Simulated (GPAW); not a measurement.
# As2S (I4_1/amd) in GPAW: further runs

The runs below take As2S through band structure, equation of state, single point, with PBE, TB-mBJ.

Program: GPAW 26.7.0. These are calculated values, not measurements. Logs are shortened: lines on timing, memory, paths and dates and some standing lists are left out, and cuts for length are marked. The log counts tension as positive stress, the text compression.

**1. Starting point**

Symmetry: I4_1/amd, No. 141, tetragonal system. Conventional cell: a = 7.013 Å, b = 7.013 Å, c = 4.972 Å, α = 90.00°, β = 90.00°, γ = 90.00°. As (site symmetry 2/m) is surrounded by 2 S at 2.56 Å and 4 As at 2.77 Å. S (site symmetry -4m2) has 4 As at 2.56 Å as nearest neighbours.

The cell comes from a database or a generator and needn't be the stable form of this composition.

**2. Band structure, PBE**

run.py reads:

```python
from ase import Atoms
from ase.dft.bandgap import bandgap
from ase.io import write
from ase.units import GPa
from gpaw import GPAW, PW

atoms = Atoms(['As', 'As', 'As', 'As', 'S', 'S'],
              cell=[[-3.50648, 3.50648, 2.485919],
                    [3.50648, -3.50648, 2.485919],
                    [3.50648, 3.50648, -2.485919]],
              scaled_positions=[[0.875, 0.125, 0.25],
                                [0.875, 0.625, 0.75],
                                [0.375, 0.125, 0.25],
                                [0.875, 0.125, 0.75],
                                [0.25, 0.75, 0.5],
                                [0.5, 0.5, 0.0]],
              pbc=True)

calc = GPAW(mode=PW(600),
            xc='PBE',
            kpts={'size': (5, 5, 5), 'gamma': True},
            occupations={'name': 'fermi-dirac', 'width': 0.05},
            nbands=30,
            convergence={'density': 1e-05, 'energy': 1e-05},
            maxiter=150,
            txt='gpaw.txt')
atoms.calc = calc
energy = atoms.get_potential_energy()
forces = atoms.get_forces()
stress = atoms.get_stress()
calc.write('gs.gpw')
write('result.traj', atoms)
print(f'Energy: {energy:.6f} eV')
print('Forces (eV/A):')
print(forces.round(4))
print('Stress (GPa):', (stress / GPa).round(3))
print('Fermi level:', round(calc.get_fermi_level(), 4), 'eV')
print(f'Gap: {bandgap(calc)[0]:.4f} eV, direct: {bandgap(calc, direct=True)[0]:.4f} eV')

path = atoms.cell.bandpath('GXMGZPNZ1M,XP', npoints=60, eps=1e-4)
bs_calc = calc.fixed_density(kpts=path, symmetry='off', nbands=52,
                             convergence={'bands': 'CBM+6.0', 'eigenstates': 1e-6}, txt='bands.txt')
bs = bs_calc.band_structure()
bs.write('bs.json')
print(f'Gap on the path: {bandgap(bs_calc)[0]:.4f} eV')
```

Potentials or basis: GPAW PAW data sets (gpaw-data 1.2.1), pw.

Command:

```bash
OMP_NUM_THREADS=1 python run.py
```

gpaw.txt:

```text
__  _  _
 | _ |_)|_||  |
 |__||  | ||/\| - 26.7.0

Input parameters:
  mode=PW(ecut=600.0),
  convergence={'density': 1e-05, 'energy': 1e-05},
  kpts=MonkhorstPack(size=(5, 5, 5), gamma=True),
  maxiter=150,
  nbands=30,
  occupations=Occupations(name='fermi-dirac', width=0.05),
  xc=XC(name='PBE')

Diagonalizing LCAO Hamiltonian
Converting LCAO to pw mode

          As   As As
            S
             As
                    S

Atoms  # Å, Bohr magnetons
|   | symbol |         x |        y |        z |    initial magnetic moments |
|---|--------|-----------|----------|----------|-----------------------------|
| 0 |     As | -1.753240 | 3.506480 | 1.864439 | ( 0.0000,  0.0000,  0.0000) |
| 1 |     As |  1.753240 | 3.506480 | 1.864439 | ( 0.0000,  0.0000,  0.0000) |
| 2 |     As |  0.000000 | 1.753240 | 0.621480 | ( 0.0000,  0.0000,  0.0000) |
| 3 |     As |  0.000000 | 5.259720 | 0.621480 | ( 0.0000,  0.0000,  0.0000) |
| 4 |      S |  3.506480 | 0.000000 | 1.242959 | ( 0.0000,  0.0000,  0.0000) |
| 5 |      S |  0.000000 | 0.000000 | 2.485919 | ( 0.0000,  0.0000,  0.0000) |

Unit cell  # Å
| periodic |         x |         y |         z |  lengths |     angles |
|----------|-----------|-----------|-----------|----------|------------|
|      yes | -3.506480 |  3.506480 |  2.485919 | 5.547125 | 101.585754 |
|      yes |  3.506480 | -3.506480 |  2.485919 | 5.547125 | 101.585754 |
|      yes |  3.506480 |  3.506480 | -2.485919 | 5.547125 | 126.750477 |

Number of symmetries: 8
Symmetry operations  # r_c * U_cc + t_c -> r_c
|   | kind |            matrix            |
|---|------|------------------------------|
| 0 |  σ   |  1, 1, 1,  0, 0,-1,  0,-1, 0 |
| 1 |  E   |  1, 0, 0,  0, 1, 0,  0, 0, 1 |
| 2 |  C2  |  0, 1, 0,  1, 0, 0, -1,-1,-1 |
| 3 |  S4  |  0, 0, 1, -1,-1,-1,  0, 1, 0 |
| 4 |  σ   |  0, 0,-1,  1, 1, 1, -1, 0, 0 |
| 5 |  C2  |  0,-1, 0, -1, 0, 0,  0, 0,-1 |
| 6 |  C2  | -1, 0, 0,  0,-1, 0,  1, 1, 1 |
| 7 |  S4  | -1,-1,-1,  0, 0, 1,  1, 0, 0 |

BZ-sampling:
  Number of BZ points: 125
  Number of IBZ points: 18

  Monkhorst-Pack size: [5, 5, 5]
  Monkhorst-Pack shift: [0, 0, 0]

K-points  # in reciprocal-cell coordinates
|     |                                coordinates |     weight |
|-----|--------------------------------------------|------------|
|   0 | (  0.00000000,   0.00000000,   0.00000000) | 0.00800000 |
|   1 | (  0.20000000,  -0.20000000,   0.00000000) | 0.03200000 |
|   2 | (  0.20000000,  -0.20000000,   0.20000000) | 0.03200000 |
|   3 | (  0.20000000,   0.00000000,   0.00000000) | 0.06400000 |
|   4 | (  0.20000000,   0.20000000,  -0.20000000) | 0.01600000 |
|   5 | (  0.40000000,  -0.40000000,   0.00000000) | 0.03200000 |
|   6 | (  0.40000000,  -0.40000000,   0.20000000) | 0.06400000 |
|   7 | (  0.40000000,  -0.40000000,   0.40000000) | 0.03200000 |
|   8 | (  0.40000000,  -0.20000000,   0.00000000) | 0.12800000 |
|   9 | (  0.40000000,  -0.20000000,   0.20000000) | 0.06400000 |
| ... |                                            |            |
|  17 | (  0.40000000,   0.40000000,   0.40000000) | 0.06400000 |

Plane wave coefficients: 4098
Cutoff: 600.0 eV

Spin-components: 1 (collinear spins)
Bands:           30
Projectors:      30
Spin-degeneracy: 2
Datatype:        complex128

Parallelization:
  kpt:    1
  domain: 1
  band:   1

Density:
  Valence electrons: 32.0
  Components: 1
  Grid points: [32 32 32]
  Charge: 0.0  # |e|

Potential:
  Grid points: [32 32 32]

species:
  As:
    name:    Arsenic
    Z:       33.0
    valence: 5
    core:    28
    charge:  0.0  # [|e|]
    compensation charges:
      type: gauss
      rc: 0.33  # [Å]
      lmax: 2
    cutoffs:
      filter: 1.87  # [Å]
      core: 2.96  # [Å]
    projectors
    | kind |    occ | energy [eV] | rcut [Å] |
    |------|--------|-------------|----------|
    |   4s |  2.000 |     -14.487 |    1.058 |
    |   4p |  3.000 |      -5.196 |    1.058 |
    |    s |        |      12.725 |    1.058 |
    |    p |        |      22.016 |    1.058 |
    |    d |        |       0.000 |    1.058 |

    Using partial waves for As as LCAO basis

  S:
    name:    Sulfur
    Z:       16.0
    valence: 6
    core:    10
    charge:  0.0  # [|e|]
    compensation charges:
      type: gauss
      rc: 0.24  # [Å]
      lmax: 2
    cutoffs:
      filter: 1.77  # [Å]
      core: 1.66  # [Å]
    projectors
    | kind |    occ | energy [eV] | rcut [Å] |
    |------|--------|-------------|----------|
    |   3s |  2.000 |     -17.254 |    0.974 |
    |   3p |  4.000 |      -7.008 |    0.979 |
    |    s |        |       9.957 |    0.974 |
    |    p |        |      20.203 |    0.979 |
    |    d |        |       0.000 |    0.900 |

    Using partial waves for S as LCAO basis

Reference energy: -267727.134196  # eV

eigensolver:
  PPCG
  Converge bands: occupied
  niter=2

density mixing:
  MSR1-Mixer
  Pratt-step length: 0.05
  Maximum mixing coefficient: 0.75
  Old densities: 10
  SVD Regularization: 0.005
  Good broyden scale: 1.0
  Trust region scale: 1.0
  Backstep threshold: 4.0
  History deletion threshold: 6.0
  Fourier metric: weight=20.0, sigma=0.015

occupation numbers:
  Fermi-Dirac:
    width: 0.0500  # eV

poisson solver:
  ecut: 4800.0  # eV

xc functional:
  name: PBE with 2 nearest neighbor stencil

convergence criteria:
[... 6 lines left out ...]
|iter     | |      energy | eigst |  dens |
|---------|-|-------------|-------|-------|
|iter:   1| |  -26.787588 | -0.32 |       |
|iter:   2| |  -26.730787 | -2.31 | -1.14 |
|iter:   3| |  -26.537972 | -2.45 | -1.18 |
|iter:   4| |  -26.541665 | -4.03 | -1.69 |
|iter:   5| |  -26.540361 | -4.21 | -2.04 |
|iter:   6| |  -26.540397 | -5.85 | -3.06 |
|iter:   7| |  -26.540400c| -6.94 | -3.63 |
|iter:   8| |  -26.540399c| -7.80c| -4.12 |
|iter:   9| |  -26.540399c| -7.54c| -4.47 |
|iter:  10| |  -26.540399c| -8.49c| -5.32c|

Converged in 10 steps
Energy contributions relative to reference atoms: (reference = -267727.134196)

Energy contributions:
  Kinetic:          32.381781
  Coulomb:         -32.624978
  Zero:              0.192123
  External:          0.000000
  Xc:              -26.486488
  Entropy:          -0.005676
  Spinorbit:         0.000000
  ----------------------------
  Free energy:     -26.543237
  Extrapolated:    -26.540399

dipole moment: (-38.383824, 15.841608, 7.990630)  # |e|*Ang

Fermi level: 6.736
Eigenvalues  # (at kpt = [0.000, 0.000, 0.000])
| band index |      eig [eV] | occ [0-2] |
|------------|---------------|-----------|
|          0 |        -8.638 |     2.000 |
|        ... |               |           |
|          8 |         1.959 |     2.000 |
|          9 |         2.525 |     2.000 |
|         10 |         2.525 |     2.000 |
|         11 |         3.328 |     2.000 |
|         12 |         3.328 |     2.000 |
|         13 |         3.963 |     2.000 |
[... 8 lines left out ...]
|         22 |        12.301 |     0.000 |
|         23 |        12.301 |     0.000 |
|        ... |               |           |
|         29 |        16.814 |     0.000 |

Gap: 0.116 eV
Transition (v -> c):
  (s=0, k=13, n=15, [0.40, 0.20, 0.20]) -> (s=0, k=5, n=16, [0.40, -0.40, 0.00])
Direct/indirect transitions are different
Direct gap: 0.428 eV
Transition at: (s=0, k=5, n=15, [0.40, -0.40, 0.00])

Forces  # eV/Ang
|        x |        y |        z |
|----------|----------|----------|
| -0.00002 | -0.00000 |  0.00000 |  # As   0
|  0.00002 |  0.00000 |  0.00000 |  # As   1
| -0.00000 | -0.00002 | -0.00000 |  # As   2
|  0.00000 |  0.00002 | -0.00000 |  # As   3
|  0.00000 |  0.00000 |  0.00000 |  # S    4
|  0.00000 |  0.00000 | -0.00000 |  # S    5

Stress tensor  # eV/Ang^3
|         x |         y |         z |
|-----------|-----------|-----------|
| -0.001062 |  0.000000 |  0.000000 |
|  0.000000 | -0.001062 |  0.000000 |
|  0.000000 |  0.000000 | -0.005405 |

# Writing to gs.gpw (mode='')
```

Run time: 2 min. Hardware: 1 thread of Arm Neoverse V2, shared host; peak memory 0.53 GiB.

What came out:

* Free energy: -26.5432 eV
* Pressure: 0.4 GPa
* Band gap along the path: none (metal or under the smearing width)

Levels at the corners of the path, in eV from the Fermi level:
```
point  band 12  band 13  band 14  band 15  band 16  band 17  band 18  band 19  band 20  band 21
    Γ    -3.41    -3.41    -2.77    -2.77    -1.48     2.84     2.85     2.85     3.13     3.52
    X    -2.52    -1.70    -1.70    -1.20    -1.20    -0.06    -0.06     1.78     1.78     3.69
    M    -2.40    -0.76    -0.76    -0.62    -0.62     0.16     0.16     0.26     0.26     2.41
    Γ    -3.41    -3.41    -2.77    -2.77    -1.48     2.84     2.85     2.85     3.13     3.52
    Z    -1.71    -1.71    -1.07    -1.07    -0.96     0.78     0.86     1.01     1.01     1.45
    P    -3.99    -1.39    -1.39    -1.32    -1.32     2.05     2.05     2.62     2.62     3.28
    N    -2.41    -2.05    -1.99    -0.69     0.08     0.10     0.91     1.35     2.94     2.96
   Z1    -1.71    -1.71    -1.07    -1.07    -0.96     0.78     0.86     1.01     1.01     1.45
    M    -2.40    -0.76    -0.76    -0.62    -0.62     0.16     0.16     0.26     0.26     2.41
    X    -2.52    -1.70    -1.70    -1.20    -1.20    -0.06    -0.06     1.78     1.78     3.69
    P    -3.99    -1.39    -1.39    -1.32    -1.32     2.05     2.05     2.62     2.62     3.28
```

**3. Equation of state, PBE**

run.py reads:

```python
from ase import Atoms
from ase.eos import EquationOfState
from ase.io import Trajectory
from ase.units import GPa
from gpaw import GPAW, PW

atoms = Atoms(['As', 'As', 'As', 'As', 'S', 'S'],
              cell=[[-3.50648, 3.50648, 2.485919],
                    [3.50648, -3.50648, 2.485919],
                    [3.50648, 3.50648, -2.485919]],
              scaled_positions=[[0.875, 0.125, 0.25],
                                [0.875, 0.625, 0.75],
                                [0.375, 0.125, 0.25],
                                [0.875, 0.125, 0.75],
                                [0.25, 0.75, 0.5],
                                [0.5, 0.5, 0.0]],
              pbc=True)

traj = Trajectory('eos.traj', 'w')
volumes, energies = [], []
for x in [0.94, 0.96, 0.98, 1.0, 1.02, 1.04, 1.06]:
    a = atoms.copy()
    a.set_cell(atoms.cell * x**(1 / 3), scale_atoms=True)
    calc = GPAW(mode=PW(600),
                xc='PBE',
                kpts={'size': (5, 5, 5), 'gamma': True},
                occupations={'name': 'fermi-dirac', 'width': 0.05},
                nbands=30,
                convergence={'density': 1e-05, 'energy': 1e-05},
                maxiter=150,
                txt=f'eos-{x:.2f}.txt')
    a.calc = calc
    energies.append(a.get_potential_energy(force_consistent=True))
    volumes.append(a.get_volume())
    p = -a.get_stress()[:3].mean() / GPa
    calc.write(f'eos-{x:.2f}.gpw')
    traj.write(a)
    print(f'{x:.2f} {volumes[-1]:10.4f} A^3 {energies[-1]:14.6f} eV {p:9.3f} GPa', flush=True)

v0, e0, B = EquationOfState(volumes, energies, eos='birchmurnaghan').fit()
print(f'V0 = {v0:.4f} A^3, E0 = {e0:.6f} eV, B0 = {B / GPa:.2f} GPa')
```

Potentials or basis: GPAW PAW data sets (gpaw-data 1.2.1), pw.

Command:

```bash
OMP_NUM_THREADS=1 python run.py
```

It took 3.7 min on 1 thread of Arm Neoverse V2, shared host; peak memory 0.49 GiB.

Results (log left out):

```
Equilibrium volume                        : 20.49 Å³/atom
Bulk modulus at fixed shape and positions : 78 GPa
Pressure derivative of the bulk modulus   : 4.3
```

Energy against volume, from the lowest point:
| volume (Å³/atom) | energy (meV/atom) |
| --- | --- |
| 19.154 | 23.70 |
| 19.562 | 10.96 |
| 19.969 | 3.23 |
| 20.377 | 0.00 |
| 20.784 | 0.84 |
| 21.192 | 5.34 |
| 21.600 | 13.13 |

Caveat: the cell was scaled at fixed shape and fractional positions, which overstates the stiffness of a crystal with free parameters, most of all of layers and chains.

**4. Single point, TB-mBJ**

run.py reads:

```python
from ase import Atoms
from ase.dft.bandgap import bandgap
from ase.io import write
from gpaw import GPAW, PW

atoms = Atoms(['As', 'As', 'As', 'As', 'S', 'S'],
              cell=[[-3.50648, 3.50648, 2.485919],
                    [3.50648, -3.50648, 2.485919],
                    [3.50648, 3.50648, -2.485919]],
              scaled_positions=[[0.875, 0.125, 0.25],
                                [0.875, 0.625, 0.75],
                                [0.375, 0.125, 0.25],
                                [0.875, 0.125, 0.75],
                                [0.25, 0.75, 0.5],
                                [0.5, 0.5, 0.0]],
              pbc=True)

calc = GPAW(mode=PW(600),
            xc='TB09',
            kpts={'size': (6, 6, 6), 'gamma': True},
            occupations={'name': 'fermi-dirac', 'width': 0.05},
            nbands=30,
            convergence={'density': 1e-05, 'energy': 1e-05},
            eigensolver='cg',
            maxiter=150,
            txt='gpaw.txt')
atoms.calc = calc
energy = atoms.get_potential_energy()
calc.write('gs.gpw')
write('result.traj', atoms)
print('Fermi level:', round(calc.get_fermi_level(), 4), 'eV')
print(f'Gap: {bandgap(calc)[0]:.4f} eV, direct: {bandgap(calc, direct=True)[0]:.4f} eV')
```

Potentials or basis: GPAW PAW data sets for LDA (gpaw-data 1.2.1), pw.

Command:

```bash
OMP_NUM_THREADS=1 python run.py
```

It took 3.4 min on 1 thread of Arm Neoverse V2, shared host; peak memory 0.34 GiB.

The run converged. Its results:

* Band gap on the k mesh: none (metal or under the smearing width)

Levels at points of the mesh, in eV from the Fermi level:
```csv
k point,band 13,band 14,band 15,band 16,band 17,band 18,band 19,band 20
"(0.00, 0.00, 0.00)",-3.58,-2.92,-2.92,-1.51,2.89,2.89,3.07,3.34
"(0.50, 0.00, 0.50)",-2.26,-2.22,-0.81,0.01,0.08,1.03,1.45,3.04
"(0.50, 0.50, 0.00)",-1.97,-1.97,-1.19,-1.19,0.00,0.00,1.93,1.93
"(0.50, 0.50, 0.50)",-0.88,-0.88,-0.74,-0.74,0.08,0.08,0.42,0.42
```

Caveat: a model potential gives levels but no total energy; the PAW data sets were made with another functional, which shifts forces and pressure a little.
